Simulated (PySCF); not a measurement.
# BiI2 (Bi(I)2+): the cost of one run

The runs use PySCF 2.14.0; TPSS, Bi def2-SVP with ECP60, I def2-SVP with ECP28; scalar-relativistic core potentials, no spin–orbit coupling.

4 further runs of the same task are left out: 2 for a known fault of the program, 1 that didn't finish, 1 set aside as unsound or not needed.

**1. Starting geometry**

3 atoms, charge 1, spin multiplicity 1.

Bond lengths: Bi1–I2 2.747 Å, Bi1–I3 2.747 Å. Angles: I2–Bi1–I3 103.9°.

As a file:

```
Bi    0.6656    0.8435    0.0000
I    -0.3829   -0.4852    2.1640
I    -0.3829   -0.4852   -2.1640
```

Formal oxidation states: Bi +3. An earlier session relaxed this geometry at TPSS, Bi def2-SVP with ECP60, I def2-SVP with ECP28 (singlet, point group C2v).

Its energy there is -809.557560 Eh.

**2. Atoms moved at random, σ = 0.03 Å**

run.py (the lines that set the calculation)

```python
mol = gto.M(atom='''
Bi     0.66201     0.86686     0.00261
I     -0.37741    -0.49120     2.15521
I     -0.38476    -0.50259    -2.15782''',
    basis={'Bi': 'def2-SVP', 'I': 'def2-SVP'},
    ecp={'Bi': 'def2-SVP', 'I': 'def2-SVP'},
    charge=1, spin=0)
mf = dft.RKS(mol, xc='TPSS')
mf.grids.atom_grid = (50, 194)
mf = mf.density_fit()  # fitting sets: Bi def2-universal-JKFIT, I def2-universal-JKFIT
mf.conv_tol = 1e-08; mf.max_cycle = 55
mf.kernel(dm0)  # dm0: the density of the relaxed state
```

On the command line:

```
$ OMP_NUM_THREADS=2 python run.py
```

**Question.** How long does this run take on 2 threads of Arm Neoverse V1, shared host?

About 3.2 s.
